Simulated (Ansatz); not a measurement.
# CH6O2Si: small, medium and large basis sets

An exercise on one series of results from a longer session: the logs are not shown, and one member is left open.

Program: Ansatz 0.2.0, Gaussian basis. Level of theory: one geometry, several basis sets. These are calculated values, not measurements.

The runs, in order: PBE0-D4/def2-SVP; ωB97M-V/def2-SVP; PBE0-D4/def2-QZVPP; ωB97M-V/def2-QZVPP; the functionals' def2-TZVPP values are taken from earlier runs.

## The geometry

All runs share one geometry, relaxed beforehand with PBE0-D4 in a triple-zeta def2 set.

10 atoms, charge 0, spin multiplicity 1.

Atoms are counted from 1 here; the program's logs count them from 0.

Bond lengths: O1–C2 1.381 Å, O1–H5 0.962 Å, C2–O3 1.405 Å, C2–H6 1.101 Å, C2–H7 1.095 Å, O3–Si4 1.645 Å, Si4–H8 1.480 Å, Si4–H9 1.489 Å, Si4–H10 1.490 Å. Angles: C2–O1–H5 108.3°, O1–C2–O3 110.1°, O1–C2–H6 111.6°, O1–C2–H7 106.1°, O3–C2–H6 108.9°, O3–C2–H7 110.7°, H6–C2–H7 109.4°, C2–O3–Si4 124.2°, O3–Si4–H8 106.4°, O3–Si4–H9 110.7°, O3–Si4–H10 110.9°, H8–Si4–H9 110.6°, H8–Si4–H10 110.2°, H9–Si4–H10 108.1°.

Set-up of the first run:

Input file in.yaml:

```yaml
crystal:
  periodic: [false, false, false]
  atoms:
    - {symbol: O, position_ang: [0.863681, 1.105979, -1.833044]}
    - {symbol: C, position_ang: [0.545707, 0.829062, -0.517888]}
    - {symbol: O, position_ang: [-0.132726, -0.398728, -0.432623]}
    - {symbol: Si, position_ang: [-0.562717, -1.122374, 0.981169]}
    - {symbol: H, position_ang: [0.045416, 1.170088, -2.334717]}
    - {symbol: H, position_ang: [-0.085889, 1.616942, -0.078214]}
    - {symbol: H, position_ang: [1.497732, 0.783024, 0.022068]}
    - {symbol: H, position_ang: [-1.233774, -2.388962, 0.613607]}
    - {symbol: H, position_ang: [0.636277, -1.390490, 1.822174]}
    - {symbol: H, position_ang: [-1.490708, -0.255639, 1.760470]}
basis:
  gaussian: {orbitals: def2-SVP}
hamiltonian: {xc: pbe0, dispersion: d4}
output: {orbitals: {seedname: orbitals}}
```

On the command line:

```bash
$ ansatz run in.yaml --threads 2 --pin off --events-out ev --progress --plain --max-ram 4352MiB
```

Steps of the session up to this table: PBE0-D4 in def2-SVP; ωB97M-V in def2-SVP; PBE0-D4 in def2-QZVPP; ωB97M-V in def2-QZVPP.

One of the session's tables, all rows but one given; the rest of the session is left out.

It belongs to the step «Density functionals: the series». 

| functional | basis | HOMO (eV) | LUMO (eV) |
| --- | --- | --- | --- |
| PBE0-D4 | def2-SVP | -8.02 | 0.77 |
| PBE0-D4 | def2-TZVPP | -8.18 | 0.24 |
| PBE0-D4 | def2-QZVPP | ? | ? |
| ωB97M-V | def2-SVP | -10.41 | 2.67 |
| ωB97M-V | def2-TZVPP | -10.59 | 1.87 |
| ωB97M-V | def2-QZVPP | -10.63 | 1.42 |

Estimate the missing values for PBE0-D4, def2-QZVPP.

The run gave: HOMO (eV): -8.23; LUMO (eV): 0.05. In the column «HOMO (eV)» it lies between ωB97M-V, def2-SVP (-10.41) and PBE0-D4, def2-TZVPP (-8.18).
